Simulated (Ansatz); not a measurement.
# Cr (Chromium): the cost of one run

Program: Ansatz 0.2.0. Level of theory: DFT, LDA, PAW with Ansatz's default frozen-core files, scalar-relativistic. These are calculated values, not measurements.

This is Cr in the hcp structure; at room conditions it is bcc.

### Step 1. The starting structure

The structure is hexagonal, space group P6_3/mmc (No. 194). Conventional cell: a = 2.714 Å, b = 2.714 Å, c = 4.410 Å, α = 90.00°, β = 90.00°, γ = 120.00°. Around Cr (site symmetry -6m2) lie 12 Cr at 2.71 Å.

Structure file:

```
CELL_PARAMETERS angstrom
2.71400 0.00000 0.00000
-1.35700 2.35039 0.00000
0.00000 0.00000 4.41000
ATOMIC_POSITIONS crystal
Cr 0.33333 0.66667 0.25000
Cr 0.66667 0.33333 0.75000
```

Atoms are numbered in the order of the input: Cr1, Cr2.

### Step 2. Free moments from the typed start, PAW

input.yaml

```yaml
crystal:
  lattice:
    - [2.714, 0.0, 0.0]
    - [-1.357, 2.3503929459, 0.0]
    - [0.0, 0.0, 4.41]
  atoms:
    - { symbol: Cr, position: [0.3333333333, 0.6666666667, 0.25], spin: 3.0 }
    - { symbol: Cr, position: [0.6666666667, 0.3333333333, 0.75], spin: 3.0 }
magnetization:
  spin_polarized: true
kpoints:
  mp_grid: { grid: [12, 12, 7] }
scf:
  occupations: { method: fermi_dirac, width: 0.03 }
  lower_state_search: "off"
hamiltonian:
  xc: lda
  pseudopotentials: { kind: paw }
output:
  forces: true
  stress: true
  eigenvalues: true
  populations: true
  dos: { projected: true, de: 0.1, e_range: [-8, 5] }
  write_density: true
  write_potential: true
  elf: true
  volumetric_format: npy
```

Command:

```bash
ansatz run input.yaml --threads 1 --pin off --max-ram 3072MiB --backend cpu --events-out ev --progress --plain --runs-dir out
```

**Question.** How long does this run take on 1 thread of Arm Neoverse V2, shared host, and how much memory does it need?

About 7.3 s, with a peak of 0.32 GiB.
